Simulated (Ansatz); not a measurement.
I need a relaxation followed by a look at the electronic structure of Al, space group Im-3m. Use Ansatz's Python interface. Settings (first run): r2SCAN, PAW, cutoff 500 eV, 10×10×10 k-points, cold smearing of 0.1 eV.

```
CELL_PARAMETERS angstrom
-1.59122 1.59122 1.59122
1.59122 -1.59122 1.59122
1.59122 1.59122 -1.59122
ATOMIC_POSITIONS crystal
Al 0.00000 0.00000 0.00000
```

The script, `pipeline.py`:
```python
"""From the given cell of Al to a relaxed cell, its gap and its density of states."""

import warnings

import ansatz as az
import numpy as np
from pymatgen.core import Lattice, Structure
from pymatgen.io.ase import AseAtomsAdaptor


def count_gap(report):
    # lowest empty less highest filled band, counting bands; zero where they overlap
    return max(report.get("gap_by_band_count_ev") or 0.0, 0.0)


def with_settings(crystal, spacing):
    return (
        crystal.calculation()
        .functional("r2SCAN")
        .basis(500)
        .occupations("cold")
        .kpoints(spacing=spacing)
    )

warnings.simplefilter("ignore", az.DeckWarning)

pmg_structure = Structure(
    Lattice([(-1.59122, 1.59122, 1.59122), (1.59122, -1.59122, 1.59122), (1.59122, 1.59122, -1.59122)]),
    ["Al"],
    [
        (0.0, 0.0, 0.0),
    ],
)
crystal = az.Crystal.from_ase(AseAtomsAdaptor.get_atoms(pmg_structure))

relaxed = with_settings(crystal, 0.3).relax(cell=True, force_tolerance=0.01, max_steps=40).checkpoint(write="relax.run", compress=False).run(threads=1)
cell = np.asarray(relaxed.lattice.cell_ang)
print("relaxed edges (A):", np.linalg.norm(cell, axis=1).round(4), " volume:", round(abs(np.linalg.det(cell)), 3), "A^3")
for site in relaxed.lattice.sites:
    print(" ", site.symbol, np.round(site.position_frac, 4) + 0.0)

final = az.Crystal.from_checkpoint("relax.run")
result = with_settings(final, 0.22).functional("pbesol").stress().band_table().density_of_states(energy_step=0.05).run(threads=1)
summary = result.report
dos = result.density_of_states()
print(f"pressure at the relaxed cell {np.trace(summary['stress_gpa']) / 3:.3f} GPa, gap by band count {count_gap(summary):.3f} eV")
if count_gap(summary) == 0:
    print("states/eV at the Fermi level:", round(float(np.interp(dos.fermi_ev, dos.energies_ev, dos.spin_summed_g_bin_mean_per_ev)), 3))
```

`python pipeline.py` gives:
```text
relaxed edges (A): [2.7696 2.7696 2.7696]  volume: 16.354 A^3
  Al [0. 0. 0.]
pressure at the relaxed cell 0.641 GPa, gap by band count 0.000 eV
states/eV at the Fermi level: 0.422
```

For a metal this k-point mesh is coarse: on a finer one energies can move by several to tens of meV an atom and pressures by half a GPa or more, differences at one mesh by less. Only differences from the Fermi energy are physical; the zero of the scale is a convention. A gap by band count of zero or less means overlapping bands, a metal, and at an odd count of electrons it is no gap at all. This isn't the structure that Al takes at ambient conditions. Levels are Kohn-Sham eigenvalues on this mesh. Where the second run takes another functional or mesh than the relaxation, its pressure isn't zero; pressure is positive in compression. The computed bands are complete only to about 6.2 eV above the Fermi level; beyond that the density of states is undercounted. Timing: 5 s on 1 thread of Arm Neoverse V2, with other jobs on the host, peak memory 0.44 GiB.
